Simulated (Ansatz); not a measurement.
# ZrHO+ (triplet): the correlation ladder, def2-QZVPP

An exercise on one series of results from a longer session: the logs are not shown, and one member is left open.

Computed with Ansatz 0.2.0, Gaussian basis. Level: def2-QZVPP, core rule «outside noble gas», up to 5 orbitals frozen.

Plan: UHF; ROHF; CCSD(T) on UHF.

4 further runs of the same task are left out: 2 for a known fault of the program, 2 set aside as unsound or not needed.

### The system

The geometry is a PBE0/def2-TZVP stationary point (not a proven minimum) of the parent state, kept for this charge and spin. No spin-orbit coupling is included. Elements past krypton take def2 core potentials.

3 atoms, charge 1, spin multiplicity 3.

Atoms are counted from 1 here; the program's logs count them from 0.

Bond lengths: Zr1–O2 1.861 Å, O2–H3 0.954 Å. Angles: Zr1–O2–H3 180.0°.

Set-up of the first run:

Input file in.yaml:

```yaml
crystal:
  periodic: [false, false, false]
  atoms:
    - {symbol: Zr, position_ang: [0.000000, 0.000000, 1.558570]}
    - {symbol: O, position_ang: [0.000000, 0.000000, -0.302235]}
    - {symbol: H, position_ang: [0.000000, 0.000000, -1.256335]}
basis:
  gaussian: {orbitals: "def2-QZVPP.json"}
total_charge: 1
magnetization: {spin_polarized: true, initial_magnetization: 2}
hamiltonian: {xc: hf}
output: {orbitals: {seedname: orbitals}}
```

Launch:

```console
$ ansatz run in.yaml --threads 1 --pin off --events-out ev --progress --plain --max-ram 4096MiB --backend cpu
```

Steps of the session up to this table: UHF; ROHF; CCSD(T) on UHF.

One of the session's tables, all rows but one given; the rest of the session is left out.

```
  method  from UCCSD(T) (kcal/mol)
    ROHF                         ?
     UHF                   +204.64
    UMP2                     +7.94
   UCCSD                     +9.17
UCCSD(T)                         0
```

**Question.** Estimate the row for ROHF.

The run gave: from UCCSD(T) (kcal/mol): +207.31. In the column «from UCCSD(T) (kcal/mol)» it is the highest.
